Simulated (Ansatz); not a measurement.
**C2H6AlB: molecular dynamics**

Aim: follow the molecule's vibrations and see whether its bonds hold. The start is relaxed first. Runs: 300 steps of 0.5 fs under a Nosé-Hoover thermostat at 1000 K. SMILES of the start: B[C](=C)[AlH2].

Method: RHF/def2-SVP, in Ansatz 0.2.0.

## 1. Starting point

Bond lengths: B1–C2 1.506 Å, C2–C3 1.324 Å, C2–Al4 2.012 Å, B1–H5 1.207 Å, B1–H6 1.248 Å, C3–H7 1.052 Å, C3–H8 1.148 Å, Al4–H9 1.553 Å, Al4–H10 1.638 Å. Angles: B1–C2–C3 118.8°, B1–C2–Al4 121.0°, C3–C2–Al4 120.2°, C2–B1–H5 124.2°, C2–B1–H6 121.1°, H5–B1–H6 114.6°, C2–C3–H7 125.1°, C2–C3–H8 118.9°, H7–C3–H8 116.0°, C2–Al4–H9 122.9°, C2–Al4–H10 117.1°, H9–Al4–H10 119.7°.

Structure file:

```xyz
10

B    -1.3583    0.2499   -0.7448
C    -0.0286   -0.1603   -0.1691
C     0.6120   -1.1855   -0.7102
Al    0.7854    0.8410    1.3746
H    -1.8773   -0.2780   -1.6983
H    -1.9895    1.2222   -0.2826
H     0.2778   -1.7358   -1.5421
H     1.6396   -1.4796   -0.2924
H     2.1195    0.4155    2.0461
H    -0.0976    2.0594    2.0218
```

## 2. Preparing the start

The input, input.yaml:

```yaml
crystal:
  periodic: [false, false, false]
  atoms:
    - { symbol: B, position_ang: [-1.3583, 0.2499, -0.7448] }
    - { symbol: C, position_ang: [-0.0286, -0.1603, -0.1691] }
    - { symbol: C, position_ang: [0.612, -1.1855, -0.7102] }
    - { symbol: Al, position_ang: [0.7854, 0.841, 1.3746] }
    - { symbol: H, position_ang: [-1.8773, -0.278, -1.6983] }
    - { symbol: H, position_ang: [-1.9895, 1.2222, -0.2826] }
    - { symbol: H, position_ang: [0.2778, -1.7358, -1.5421] }
    - { symbol: H, position_ang: [1.6396, -1.4796, -0.2924] }
    - { symbol: H, position_ang: [2.1195, 0.4155, 2.0461] }
    - { symbol: H, position_ang: [-0.0976, 2.0594, 2.0218] }
basis:
  gaussian: { orbitals: def2-SVP }
hamiltonian:
  xc: hf
relax:
  f_tol: 0.02
  max_steps: 40
scf:
  lower_state_search: "off"
output:
  orbitals: {}
```

Started as:

```sh
ansatz run input.yaml --threads 1 --pin off --max-ram 2048MiB --backend cpu --events-out ev --progress --plain --runs-dir out
```

Output (excerpt; [...] marks lines left out):

```text
Warning: RAYON_NUM_THREADS=1 ignored (pool sized by the plan → 1); use --threads N
[...]
Functional definition: HF
[...]
1003 factors; integrals over basis functions are off by at most 2.4e-4 eV
[...]
mean field -9404.69439871 eV, -345.6161444219 hartree, gradient 6.7e-7 eV, S^2 0.000000; 0 other end points of the search recorded, 0 dependent functions left out
[...]
reference -9404.69439871 eV, -345.6161444219 hartree; 18, 18 occupied and 72, 72 virtual orbitals, 1003 factors
relax step   1: F+E_penalty+E_count = -9404.69439871 eV  Δ(F+E_penalty+E_count) = +0.000e0 eV  max|allowed force component| = 3.209e0 eV/Å  Δτ_max = 0.0000 Å  (25 SCF iters, accepted)
[...]
relax step   7: F+E_penalty+E_count = -9404.97222276 eV  Δ(F+E_penalty+E_count) = -3.032e-4 eV  max|allowed force component| = 3.558e-2 eV/Å  Δτ_max = 0.0199 Å  (15 SCF iters, accepted)
[...]
relax step   8: F+E_penalty+E_count = -9404.97239582 eV  Δ(F+E_penalty+E_count) = -1.731e-4 eV  max|allowed force component| = 4.235e-3 eV/Å  Δτ_max = 0.0067 Å  (15 SCF iters, accepted)
Total energy: -9404.97239582 eV, -345.6263606271 hartree
Atom 0 at    -1.405661     0.268045    -0.786564 Å, force    -0.001079     0.003363     0.002611 eV/Å
Atom 1 at    -0.036627    -0.091669    -0.120724 Å, force    -0.000814    -0.003754    -0.004235 eV/Å
Atom 2 at     0.638335    -1.126612    -0.657984 Å, force     0.003738     0.001352     0.003904 eV/Å
Atom 3 at     0.749908     0.843221     1.413717 Å, force     0.000214    -0.001426    -0.001387 eV/Å
Atom 4 at    -1.804786    -0.369017    -1.728742 Å, force     0.001392    -0.000175     0.000697 eV/Å
Atom 5 at    -2.089768     1.174067    -0.386917 Å, force    -0.003014     0.000641    -0.001642 eV/Å
Atom 6 at     0.258843    -1.687840    -1.509720 Å, force    -0.001823     0.001228     0.000126 eV/Å
Atom 7 at     1.600216    -1.471205    -0.282872 Å, force     0.001106    -0.000015     0.000891 eV/Å
Atom 8 at     2.150098     0.342303     1.962270 Å, force    -0.002040     0.001319    -0.000323 eV/Å
Atom 9 at     0.022443     2.067507     2.100537 Å, force     0.002321    -0.002533    -0.000642 eV/Å
Dipole moment:     0.150231    -0.214323    -0.103384 e Å
Checks for a lower state left out: stability, starts, cluster_reference, orbital_swaps, neighbouring_geometries, increment
```

Run time: 13 s. Hardware: 1 thread of Arm Neoverse V1, shared host; peak memory 0.15 GiB.

The steps of the relaxation:

```csv
step,energy from step 1 (eV),largest force component (eV/Å)
1,0.0000,3.2088
2,-0.1787,1.1156
3,-0.2614,0.3700
4x,-0.2456,0.7091
5,-0.2732,0.1057
6,-0.2775,0.0994
7,-0.2778,0.0356
8,-0.2780,0.0042
```

Step 1 is the start. 1 step was tried and not accepted (4; marked x where the table lists them).

After: Bond lengths: B1–C2 1.564 Å, C2–C3 1.347 Å, C2–Al4 1.961 Å, B1–H5 1.205 Å, B1–H6 1.204 Å, C3–H7 1.088 Å, C3–H8 1.088 Å, Al4–H9 1.585 Å, Al4–H10 1.581 Å. Angles: B1–C2–C3 116.4°, B1–C2–Al4 125.1°, C3–C2–Al4 118.5°, C2–B1–H5 120.1°, C2–B1–H6 122.0°, H5–B1–H6 118.0°, C2–C3–H7 122.2°, C2–C3–H8 123.3°, H7–C3–H8 114.5°, C2–Al4–H9 118.3°, C2–Al4–H10 121.6°, H9–Al4–H10 120.1°.

## 3. The run

300 steps of 0.5 fs under a Nosé-Hoover thermostat at 1000 K, from the relaxed start. H is given a mass of 2.014 u.

The input, input.yaml:

```yaml
crystal:
  periodic: [false, false, false]
  atoms:
    - { symbol: B, position_ang: [-1.405661, 0.268045, -0.786564] }
    - { symbol: C, position_ang: [-0.036627, -0.091669, -0.120724] }
    - { symbol: C, position_ang: [0.638335, -1.126612, -0.657984] }
    - { symbol: Al, position_ang: [0.749908, 0.843221, 1.413717] }
    - { symbol: H, position_ang: [-1.804786, -0.369017, -1.728742] }
    - { symbol: H, position_ang: [-2.089768, 1.174067, -0.386917] }
    - { symbol: H, position_ang: [0.258843, -1.68784, -1.50972] }
    - { symbol: H, position_ang: [1.600216, -1.471205, -0.282872] }
    - { symbol: H, position_ang: [2.150098, 0.342303, 1.96227] }
    - { symbol: H, position_ang: [0.022443, 2.067507, 2.100537] }
basis:
  gaussian: { orbitals: def2-SVP }
hamiltonian:
  xc: hf
md:
  timestep: 0.5
  n_steps: 300
  ensemble: nvt_nose_hoover
  temperature: 1000.0
  initial_velocities: maxwell_boltzmann
  seed: 165757
  nose_hoover: { tau: 50.0, chain_length: 5 }
  masses: [{ species: H, mass: 2.014 }]
scf:
  lower_state_search: "off"
```

Started as:

```sh
ansatz run input.yaml --threads 1 --pin off --max-ram 2048MiB --backend cpu --events-out ev --progress --plain --runs-dir out
```

Output (excerpt; [...] marks lines left out):

```text
Warning: RAYON_NUM_THREADS=1 ignored (pool sized by the plan → 1); use --threads N
[...]
[... 1 set-up line as earlier in the session ...]
[...]
999 factors; integrals over basis functions are off by at most 2.8e-4 eV
[...]
mean field -9404.97239376 eV, -345.6263605515 hartree, gradient 6.9e-7 eV, S^2 0.000000; 0 other end points of the search recorded, 0 dependent functions left out
[...]
reference -9404.97239376 eV, -345.6263605515 hartree; 18, 18 occupied and 72, 72 virtual orbitals, 999 factors
md step     0: t =     0.00 fs  T =  1000.0 K  F+E_penalty+E_count = -9404.97239376 eV  E_kin = 1.034080 eV  conserved = -9403.93831377 eV  (25 SCF iters)
[...]
md step    20: t =    10.00 fs  T =   541.1 K  F+E_penalty+E_count = -9404.48917373 eV  E_kin = 0.559572 eV  conserved = -9403.93667875 eV  (25 SCF iters)
[...]
md step    40: t =    20.00 fs  T =   486.6 K  F+E_penalty+E_count = -9404.40147460 eV  E_kin = 0.503197 eV  conserved = -9403.93564596 eV  (26 SCF iters)
[...]
md step    60: t =    30.00 fs  T =   527.8 K  F+E_penalty+E_count = -9404.39510094 eV  E_kin = 0.545819 eV  conserved = -9403.93532706 eV  (19 SCF iters)
[...]
md step    79: t =    39.50 fs  T =   535.5 K  F+E_penalty+E_count = -9404.32139378 eV  E_kin = 0.553744 eV  conserved = -9403.93579068 eV  (25 SCF iters)
md step    80: t =    40.00 fs  T =   578.5 K  F+E_penalty+E_count = -9404.36173711 eV  E_kin = 0.598208 eV  conserved = -9403.93614954 eV  (25 SCF iters)
```

## 4. The log goes on: dynamics from the start

The log, continued (excerpt; [...] marks lines left out):

```text
md step    81: t =    40.50 fs  T =   615.8 K  F+E_penalty+E_count = -9404.39578269 eV  E_kin = 0.636827 eV  conserved = -9403.93642508 eV  (26 SCF iters)
[...]
md step   107: t =    53.50 fs  T =   419.2 K  F+E_penalty+E_count = -9404.06245097 eV  E_kin = 0.433526 eV  conserved = -9403.93412869 eV  (19 SCF iters)
[...]
md step   133: t =    66.50 fs  T =   751.5 K  F+E_penalty+E_count = -9404.27542450 eV  E_kin = 0.777080 eV  conserved = -9403.93571783 eV  (26 SCF iters)
[...]
md step   159: t =    79.50 fs  T =   734.5 K  F+E_penalty+E_count = -9404.14885276 eV  E_kin = 0.759549 eV  conserved = -9403.93429938 eV  (26 SCF iters)
[...]
md step   185: t =    92.50 fs  T =   833.2 K  F+E_penalty+E_count = -9404.17641936 eV  E_kin = 0.861584 eV  conserved = -9403.93606445 eV  (26 SCF iters)
md step   186: t =    93.00 fs  T =   790.0 K  F+E_penalty+E_count = -9404.12867835 eV  E_kin = 0.816883 eV  conserved = -9403.93576036 eV  (26 SCF iters)
```

## 5. More of the same log: dynamics from the start

The log, continued (excerpt; [...] marks lines left out):

```text
md step   187: t =    93.50 fs  T =   733.4 K  F+E_penalty+E_count = -9404.06713007 eV  E_kin = 0.758388 eV  conserved = -9403.93526760 eV  (26 SCF iters)
[...]
md step   209: t =   104.50 fs  T =   757.9 K  F+E_penalty+E_count = -9404.02731463 eV  E_kin = 0.783700 eV  conserved = -9403.93422650 eV  (26 SCF iters)
[...]
md step   231: t =   115.50 fs  T =  1145.5 K  F+E_penalty+E_count = -9404.37282611 eV  E_kin = 1.184582 eV  conserved = -9403.93644284 eV  (25 SCF iters)
[...]
md step   253: t =   126.50 fs  T =   781.8 K  F+E_penalty+E_count = -9403.91913606 eV  E_kin = 0.808403 eV  conserved = -9403.93483548 eV  (27 SCF iters)
[...]
md step   299: t =   149.50 fs  T =  1179.8 K  F+E_penalty+E_count = -9404.15308906 eV  E_kin = 1.220044 eV  conserved = -9403.93608898 eV  (25 SCF iters)
[...]
Atom 1 at     0.161992    -0.052394    -0.203612 Å, force    -1.047649    -2.756069    -1.334220 eV/Å
Atom 2 at     0.598847    -1.288403    -0.651079 Å, force     0.295302     0.151157     0.221768 eV/Å
Atom 3 at     0.693077     0.879733     1.372550 Å, force     0.620574     0.109242    -0.038007 eV/Å
Atom 4 at    -1.704715     0.479911    -1.739049 Å, force    -0.063081    -0.039658    -1.688180 eV/Å
Atom 5 at    -2.147257     0.544180     0.087532 Å, force    -1.383586     0.398186     1.927505 eV/Å
Atom 6 at     0.054689    -1.872976    -1.441021 Å, force     0.402999     0.795214     0.722363 eV/Å
Atom 7 at     1.511518    -1.910665    -0.296707 Å, force    -1.540769     1.690092    -0.290372 eV/Å
Atom 8 at     1.903135     0.427854     2.211200 Å, force     0.471165    -0.181871     0.486610 eV/Å
Atom 9 at    -0.087242     2.176017     1.666633 Å, force    -0.326416     0.498869     0.297008 eV/Å
Dipole moment:     0.011459    -0.217119    -0.024594 e Å
Checks for a lower state left out: stability, starts, cluster_reference, orbital_swaps, neighbouring_geometries, increment
```

Wall time 6.5 min (1 thread of Arm Neoverse V1, shared host); peak memory 0.15 GiB.

## 6. What the atoms did

One step in 22; energies are changes from step 0:

| time (fs) | T (K) | potential energy change (meV/atom) | conserved energy change (meV/atom) |
| --- | --- | --- | --- |
| 0.0 | 1000 | 0.0 | 0.00 |
| 11.0 | 502 | 52.6 | 0.21 |
| 22.0 | 457 | 61.0 | 0.27 |
| 33.0 | 809 | 31.2 | 0.09 |
| 44.0 | 509 | 72.4 | 0.27 |
| 55.0 | 451 | 88.8 | 0.39 |
| 66.0 | 732 | 71.2 | 0.26 |
| 77.0 | 587 | 96.2 | 0.42 |
| 88.0 | 514 | 110.5 | 0.49 |
| 99.0 | 1041 | 61.3 | 0.21 |
| 110.0 | 668 | 106.0 | 0.30 |
| 121.0 | 768 | 103.6 | 0.47 |
| 132.0 | 1082 | 78.0 | 0.15 |
| 143.0 | 919 | 103.6 | 0.36 |
| 150.0 | 1296 | 70.5 | 0.12 |

time (fs), T (K) and a bar:
```
      0.0       1000 ####################
      6.5        426 #
     13.0        440 ##
     19.5        516 ####
     26.0        498 ###
     32.5        793 #############
     39.0        493 ###
     45.5        395 
     52.0        553 #####
     58.5        758 ############
     65.0        667 #########
     71.5        835 ###############
     78.5        611 #######
     85.0        768 ############
     91.5        862 ################
     98.0        879 ################
    104.5        758 ############
    111.0        685 ##########
    117.5       1196 ###########################
    124.0        732 ###########
    130.5        839 ###############
    137.0        628 ########
    143.5        920 #################
    150.0       1296 ##############################
```

Maxima of the velocity power spectrum (cm⁻¹, relative height; resolution about 440 cm⁻¹): 440 (53), 1000 (100), 1560 (62), 2000 (66).

## 7. Snapshots as a file

Positions (Å) and forces (eV/Å):

```xyz
10
time_fs=19.0 T=547 dE=0.5040
B    -1.420    0.239   -0.848   -0.994    1.426    2.010
C    -0.051    0.011   -0.163    0.173    1.098    1.640
C     0.598   -1.067   -0.575   -1.005   -0.852   -1.610
Al    0.785    0.798    1.416    0.786    0.499    0.067
H    -1.512   -0.377   -1.796   -0.768   -0.771   -1.936
H    -2.405    0.906   -0.377    1.375   -0.739   -0.616
H     0.158   -1.595   -1.429    0.712   -0.408    0.208
H     1.476   -1.454   -0.116    0.845   -0.457    0.176
H     2.345    0.335    1.896   -1.316    0.247   -0.303
H     0.004    2.032    2.027    0.192   -0.042    0.364
10
time_fs=37.5 T=429 dE=0.7484
B    -1.441    0.181   -0.945   -0.990    2.277    3.971
C    -0.044    0.009   -0.145   -2.604    1.778   -0.670
C     0.554   -1.072   -0.562    3.601   -3.575   -0.168
Al    0.807    0.855    1.425    0.885   -0.806    0.451
H    -1.713   -0.104   -2.000    0.241   -0.989   -2.221
H    -2.496    0.726   -0.382    1.725   -0.770   -0.478
H     0.327   -1.782   -1.358   -0.964    0.622   -0.327
H     1.495   -1.499   -0.121   -0.729    0.800    0.112
H     2.282    0.159    1.878   -1.062    0.579   -0.447
H     0.217    1.942    2.408   -0.101    0.085   -0.223
10
time_fs=56.0 T=555 dE=0.7885
B    -1.471    0.247   -0.932    0.410   -0.162    3.105
C    -0.080   -0.074   -0.215   -2.196    4.516    2.256
C     0.600   -1.118   -0.540    1.711   -2.340   -0.455
Al    0.793    0.883    1.428   -0.727   -1.034   -0.979
H    -1.414    0.042   -2.076   -0.923    0.180   -1.141
H    -2.447    0.579   -0.124    1.232   -0.348   -1.866
H     0.275   -1.752   -1.322   -0.260   -0.917   -0.996
H     1.499   -1.448   -0.043    0.333   -0.022    0.117
H     2.130    0.140    1.639    0.706   -0.059    0.218
H     0.359    1.922    2.531   -0.286    0.185   -0.260
10
time_fs=75.0 T=753 dE=0.7770
B    -1.370    0.277   -0.822   -1.899    0.699   -1.193
C    -0.028   -0.068   -0.101   -3.699    3.272    0.180
C     0.604   -1.104   -0.505    1.093   -3.426   -2.127
Al    0.762    0.806    1.370   -1.213    1.570    0.421
H    -1.618    0.357   -2.041    1.214   -0.407    0.489
H    -2.487    0.573   -0.389    0.904   -0.238    0.952
H     0.241   -1.727   -1.334    0.383    0.037    0.221
H     1.500   -1.407   -0.037    1.199   -0.766    0.338
H     2.153    0.403    1.551    2.146   -0.661    0.607
H     0.147    2.037    2.147   -0.127   -0.080    0.112
10
time_fs=94.0 T=672 dE=0.9723
B    -1.457    0.379   -0.789    3.938   -1.336   -2.438
C    -0.108   -0.152   -0.113   -0.988    2.239    1.057
C     0.599   -1.150   -0.550    3.416   -3.653   -0.554
Al    0.784    0.819    1.366   -0.953    0.545   -0.272
H    -1.254    0.456   -2.087   -1.384    0.265    2.053
H    -2.276    0.581   -0.034   -2.072    0.709    0.463
H     0.463   -1.823   -1.381   -1.235    0.178   -0.795
H     1.558   -1.592   -0.121   -1.047    1.339    0.264
H     2.271    0.641    1.858   -0.023   -0.206   -0.019
H    -0.149    2.019    1.877    0.349   -0.081    0.241
10
time_fs=112.5 T=695 dE=1.0472
B    -1.378    0.380   -0.703    2.820   -0.837   -3.932
C    -0.006   -0.248   -0.123   -1.305    2.015    0.181
C     0.649   -1.293   -0.632   -1.458    1.286    0.079
Al    0.735    0.897    1.356    1.053   -0.833    0.996
H    -1.663    0.737   -1.921    1.343   -0.850    1.109
H    -2.296    0.711   -0.227   -2.810    0.747    3.061
H     0.254   -1.790   -1.488    0.028   -0.800   -0.566
H     1.529   -1.617   -0.173    1.550   -0.872    0.329
H     2.246    0.547    2.137   -1.353    0.289   -0.925
H    -0.120    2.079    2.012    0.132   -0.145   -0.333
10
time_fs=131.0 T=919 dE=0.9418
B    -1.293    0.352   -0.651    3.122   -0.653   -4.594
C     0.052   -0.154   -0.174    1.168   -1.637   -0.286
C     0.596   -1.305   -0.678   -0.201    1.363    1.029
Al    0.663    0.918    1.371    2.146   -1.109    0.198
H    -1.322    0.563   -1.889   -0.911    0.047    1.232
H    -1.967    0.516    0.161   -3.851    1.121    2.742
H     0.051   -1.911   -1.412    0.360    0.200    0.073
H     1.562   -1.704   -0.340   -0.464    0.055   -0.090
H     2.137    0.358    2.027   -1.205    0.606   -0.316
H    -0.044    2.214    1.898   -0.164    0.008    0.012
10
time_fs=150.0 T=1296 dE=0.7048
B    -1.327    0.352   -0.662    2.571   -0.665   -0.304
C     0.162   -0.052   -0.204   -1.048   -2.756   -1.334
C     0.599   -1.288   -0.651    0.295    0.151    0.222
Al    0.693    0.880    1.373    0.621    0.109   -0.038
H    -1.705    0.480   -1.739   -0.063   -0.040   -1.688
H    -2.147    0.544    0.087   -1.384    0.398    1.927
H     0.055   -1.873   -1.441    0.403    0.795    0.722
H     1.512   -1.911   -0.297   -1.541    1.690   -0.290
H     1.903    0.428    2.211    0.471   -0.182    0.487
H    -0.087    2.176    1.667   -0.326    0.499    0.297
```

## 8. What came out

```
                              quantity                           value
               relaxation of the start         6 moves, 0.278 eV lower
                                length             300 steps of 0.5 fs
      temperature, first and last step                 1000 and 1296 K
              temperature, second half  mean 817 K, from 487 to 1296 K
         potential energy, second half     +94 meV/atom from the start
largest change of the conserved energy                   0.70 meV/atom
                bonds formed or broken                               0
```

What this shows: Against a set 1000 K the second half averages 817 K with a spread of 186 K; 94 meV/atom has gone into potential energy, and a thermostat that acts over some 50 fs has not made it up in 150 fs. The conserved energy strays from its start by at most 0.70 meV/atom, 1.0 % of the mean kinetic energy, which is good for a step of 0.5 fs. The bonds all hold. A run of 150 fs with 10 atoms shows the motion but fixes no equilibrium value. The nuclei move classically, without zero-point motion, which matters most for hydrogen.
